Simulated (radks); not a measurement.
# Exchange and kinetic functionals tested on atomic densities: Ga²⁺, Kr¹³⁺, K⁴⁺, Hg²⁺, C²⁺, Cl²⁺

The task here is to estimate one member of a computed series from the others.

The numbers are computed with radks (a radial shooting solver on a logarithmic mesh, Libxc functionals) version 1 (non-relativistic Kohn-Sham, exchange-only PBE, spin-polarised, spherical densities, point nucleus; open shells are filled with parallel spins first), except any that are marked as measured or tabulated.

## The system

```
species : Ga²⁺ ([Ar] 3d10 4s1), Kr¹³⁺ ([Ar] 3d5), K⁴⁺ ([Ne] 3s2 3p3), Hg²⁺ ([Xe] 4f14 5d10), C²⁺ ([He] 2s2), Cl²⁺ ([Ne] 3s2 3p3)
```

The first run:

The run's settings:

```text
Z 31
configuration [Ar] 3d10 4s1
relativity non-relativistic
functional pbe,
spin polarised
nucleus point
```

Steps of the session up to this table: Ga²⁺, [Ar] 3d10 4s1.

One of the session's tables, all rows but one given; the rest of the session is left out.

It belongs to the step «Ga²⁺, [Ar] 3d10 4s1». From the orbitals of this run (lengths in bohr):

| level | <r> | outermost maximum (interpolated) | 90 % within | nodes |
| --- | --- | --- | --- | --- |
| 3s up | 0.6630 | 0.573 | 0.993 | 2 |
| 3s down | 0.6625 | 0.573 | 0.992 | 2 |
| 3p up | 0.6844 | 0.571 | 1.06 | 1 |
| 3p down | ? | ? | ? | ? |
| 3d up | 0.8014 | 0.532 | 1.38 | 0 |
| 3d down | 0.7922 | 0.531 | 1.36 | 0 |
| 4s up | 2.122 | 1.82 | 3.14 | 3 |
| 4s down | 2.117 | 1.81 | 3.14 | 3 |

**Question.** Estimate the row for 3p down.

**Answer.** <r>: 0.6833; outermost maximum (interpolated): 0.571; 90 % within: 1.05; nodes: 1. In the column «<r>» it lies between 3s up (0.6630) and 3p up (0.6844).
